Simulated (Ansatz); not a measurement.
# C2H3FInN: how energies converge with the basis set

An exercise on one series of results from a longer session: the logs are not shown, and one member is left open.

Computed with Ansatz 0.2.0, Gaussian basis. Level: one geometry, several basis sets.

The runs, in order: PBE0-D4/def2-SVP; ωB97M-V/def2-SVP; PBE0-D4/def2-QZVPP; ωB97M-V/def2-QZVPP; the functionals' def2-TZVPP values are taken from earlier runs.

## The geometry

An earlier PBE0-D4 in a triple-zeta def2 set relaxation fixed the geometry. In takes the def2 core potential; no spin-orbit term is included.

SMILES `F[C]1([InH2])C=N1`, 8 atoms, charge 0, spin multiplicity 1.

Atoms are counted from 1 here; the program's logs count them from 0.

Bond lengths: F1–C2 1.388 Å, C2–In3 2.164 Å, C2–C4 1.434 Å, C2–N5 1.507 Å, In3–H6 1.715 Å, In3–H7 1.722 Å, C4–N5 1.253 Å, C4–H8 1.083 Å. Angles: F1–C2–In3 113.6°, F1–C2–C4 113.9°, F1–C2–N5 112.0°, In3–C2–C4 129.8°, In3–C2–N5 121.1°, C4–C2–N5 50.4°, C2–In3–H6 119.5°, C2–In3–H7 115.1°, H6–In3–H7 125.4°, C2–C4–N5 67.8°, C2–C4–H8 152.9°, N5–C4–H8 139.1°, C2–N5–C4 61.8°.

Geometry (Å):

```xyz
8

F     0.1420   -1.5300   -1.1398
C    -0.1881   -0.3634   -0.4651
In    1.3717    0.3430    0.8577
C    -1.5907   -0.0663   -0.4713
N    -0.9638    0.5922   -1.3342
H     2.8943   -0.4461    0.8641
H     0.9457    1.6959    1.8335
H    -2.6110   -0.2254   -0.1450
```

The first run:

in.yaml reads:

```yaml
crystal:
  periodic: [false, false, false]
  atoms:
    - {symbol: F, position_ang: [0.141963, -1.529951, -1.139798]}
    - {symbol: C, position_ang: [-0.188114, -0.363353, -0.465062]}
    - {symbol: In, position_ang: [1.371673, 0.342989, 0.857672]}
    - {symbol: C, position_ang: [-1.590698, -0.066274, -0.471290]}
    - {symbol: N, position_ang: [-0.963792, 0.592228, -1.334176]}
    - {symbol: H, position_ang: [2.894263, -0.446149, 0.864078]}
    - {symbol: H, position_ang: [0.945698, 1.695930, 1.833519]}
    - {symbol: H, position_ang: [-2.610984, -0.225411, -0.144953]}
basis:
  gaussian: {orbitals: def2-SVP}
hamiltonian: {xc: pbe0, dispersion: d4}
output: {orbitals: {seedname: orbitals}}
```

On the command line:

```bash
$ ansatz run in.yaml --threads 4 --pin off --events-out ev --progress --plain --max-ram 10444MiB
```

Steps of the session up to this table: PBE0-D4 in def2-SVP; ωB97M-V in def2-SVP; PBE0-D4 in def2-QZVPP; ωB97M-V in def2-QZVPP.

One table of the session follows, with a row left open; its other results are not shown here.

It belongs to the step «Density functionals: the series». 

```
functional       basis  HOMO (eV)  LUMO (eV)
   PBE0-D4    def2-SVP      -7.58      -1.97
   PBE0-D4  def2-TZVPP      -7.66      -2.03
   PBE0-D4  def2-QZVPP      -7.69      -2.05
   ωB97M-V    def2-SVP      -9.79      -0.38
   ωB97M-V  def2-TZVPP      -9.89      -0.53
   ωB97M-V  def2-QZVPP          ?          ?
```

Q: Estimate the row for ωB97M-V, def2-QZVPP from the others.

**Answer.** HOMO (eV): -9.92; LUMO (eV): -0.56. In the column «HOMO (eV)» it is the lowest.
